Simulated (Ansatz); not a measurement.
Predict the output of the script below (Ansatz 0.2.0 through its Python package).

Contents of `basr.extxyz`:
```text
2
Lattice="2.50860237 -3.46572146 0.0 2.50860237 3.46572146 0.0 0.0 0.0 6.9208264" Properties=species:S:1:pos:R:3 pbc="T T T"
Ba    0.00000000    0.00000000    0.00000000
Sr    2.50860237    0.00000000    3.46041320
```

`run_scf.py`:
```python
"""SCF run for BaSr."""

from pathlib import Path

import ansatz
import numpy as np

config = {
    "kmesh": (6, 6, 4),
    "filling": "Fermi-Dirac",
}

basr = ansatz.Crystal.from_extxyz("basr.extxyz")

# functional, basis and sampling
model = (
    basr.calculation()
    .kpoints(*config["kmesh"])
    .functional(ansatz.Functional.LDA)
    .occupations(config["filling"])
    .compute(density=True, electron_localization_function=True, output_files={"volumetric_format": "npy"}, band_table=True)
)
result = model.run()
r = result.report

print("%-22s %14.5f eV" % ("F = E - TS", r["free_energy_ev"]))
print("%-22s %14.5f eV" % ("E", r["internal_energy_ev"]))
print("%-22s %14.5f eV" % ("Harris-Foulkes", r["harris_foulkes_ev"]))
print("%-22s %14.5f eV" % ("Fermi level", r["fermi_energy_ev"]))

terms = r["components"]
print({name: round(terms[name], 3) for name in ("e_kinetic", "e_hartree", "e_xc", "e_local", "e_nonlocal")})

# ELF is 0.5 in a uniform gas and nears 1 where pairs localise
folder = Path(result.write_results("elf"))
elf = np.load(folder / "elf.npy")
peak = np.unravel_index(elf.argmax(), elf.shape)
print(f"largest ELF {elf.max():.3f} at grid fractions", np.round(np.array(peak) / elf.shape, 3))
for level in (0.2, 0.5, 0.7, 0.8, 0.9):
    print(f"share of the cell with ELF over {level}: {np.mean(elf > level):.3f}")

gap = None if "band_edges_ev" not in r else r["band_edges_ev"][1] - r["band_edges_ev"][0]
print("gap on the k mesh:", "withheld (metal, or smearing too wide to tell)" if gap is None else f"{gap:.3f} eV")
print("lowest empty less highest filled band, by band count:", round(r["gap_by_band_count_ev"], 3), "eV")
```

```console
$ python run_scf.py
DeckWarning: basis.ecutwfc = 420 eV, auto-derived from the records' recommended cutoffs: set by Ba (normal level)
F = E - TS                -9223.84239 eV
E                         -9223.75909 eV
Harris-Foulkes            -9223.84239 eV
Fermi level                   5.12072 eV
{'e_kinetic': 407.365, 'e_hartree': 319.751, 'e_xc': -333.818, 'e_local': -1168.57, 'e_nonlocal': 267.214}
largest ELF 0.876 at grid fractions [0.067 0.933 0.104]
share of the cell with ELF over 0.2: 0.615
share of the cell with ELF over 0.5: 0.147
share of the cell with ELF over 0.7: 0.084
share of the cell with ELF over 0.8: 0.056
share of the cell with ELF over 0.9: 0.000
gap on the k mesh: withheld (metal, or smearing too wide to tell)
lowest empty less highest filled band, by band count: -0.497 eV
```
(Warnings from the package without file and line.)

Caveats:
- Absolute energies stand on the zero of these potentials, so only differences at equal settings mean something. A total without «per atom» is that of the cell as typed.
- The energy terms are those on the plane-wave grid, with the one-centre PAW part apart; the terms shown are only some of the summands, so they needn't add up to F.
- For a metal this k-point mesh is coarse: on a finer one energies can move by several to tens of meV an atom and pressures by half a GPa or more, differences at one mesh by less.
- Only differences from the Fermi energy are physical; the zero of the scale is a convention.
- A gap by band count of zero or less means overlapping bands, a metal.
- Grid values close to the nuclei reflect the PAW or pseudopotential construction, not the all-electron fields.
- This cell is a computed structure, which may not be the phase found in nature.
- Levels are Kohn-Sham eigenvalues on this mesh, without spin-orbit coupling.
- Finished in 4.5 s on 1 thread of AMD EPYC 7B13 (Zen 3) (shared host), peak memory 0.47 GiB.

(Lines on the test bed's own set-up are left out of the output.)
